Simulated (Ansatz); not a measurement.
# SrTi2: the cost of one run

Method: DFT r2SCAN, scalar-relativistic, plane waves, PAW, in Ansatz 0.2.0.

2 further runs of the same task are left out: 2 set aside as unsound or not needed. Runs told in other sessions of the task aren't counted.

### Step 1. The system as given

It takes space group Fd-3m (No. 227, cubic). Conventional cell: a = 7.697 Å, b = 7.697 Å, c = 7.697 Å, α = 90.00°, β = 90.00°, γ = 90.00°. Sr (site symmetry -43m) is surrounded by 12 Ir at 3.19 Å and 4 Sr at 3.33 Å. Ir (site symmetry -3m) is surrounded by 6 Ir at 2.72 Å and 6 Sr at 3.19 Å.

As a file:

```
Sr Ir
1.0
     0.00000    3.84835    3.84835
     3.84835    0.00000    3.84835
     3.84835    3.84835    0.00000
Sr Ir
2 4
Direct
  0.50000 0.50000 0.50000
  0.75000 0.75000 0.75000
  0.12500 0.12500 0.12500
  0.62500 0.12500 0.12500
  0.12500 0.12500 0.62500
  0.12500 0.62500 0.12500
```

It is the result of an earlier relaxation at this level (volume 19.00 Å³/atom; gap on the mesh: none (metal)).

### Step 2. Swap Ir → Ti

The start of SrTi2: fractional positions of relaxed SrIr2, cell scaled by 1.055, a guess from tabulated radii.

### Step 3. A first look at the start (SrTi2)

The input, input.yaml:

```yaml
crystal:
  lattice:
    - [0.0, 4.0588627267, 4.0588627267]
    - [4.0588627267, 0.0, 4.0588627267]
    - [4.0588627267, 4.0588627267, 0.0]
  atoms:
    - { symbol: Sr, position: [0.5, 0.5, 0.5] }
    - { symbol: Sr, position: [0.75, 0.75, 0.75] }
    - { symbol: Ti, position: [0.125, 0.125, 0.125] }
    - { symbol: Ti, position: [0.625, 0.125, 0.125] }
    - { symbol: Ti, position: [0.125, 0.125, 0.625] }
    - { symbol: Ti, position: [0.125, 0.625, 0.125] }
basis:
  ecutwfc: 500
kpoints:
  mp_grid: { grid: [4, 4, 4] }
hamiltonian:
  xc: r2scan
scf:
  occupations: { method: gaussian, width: 0.1 }
output:
  forces: true
  stress: true
  eigenvalues: true
```

Started as:

```sh
> ansatz run input.yaml --threads 1 --pin off --max-ram 2560MiB --backend cpu --events-out ev --progress --plain --runs-dir out
```

Q: Estimate wall time and peak memory on 1 thread of Arm Neoverse V2, shared host.

About 7.9 s, with a peak of 0.78 GiB.
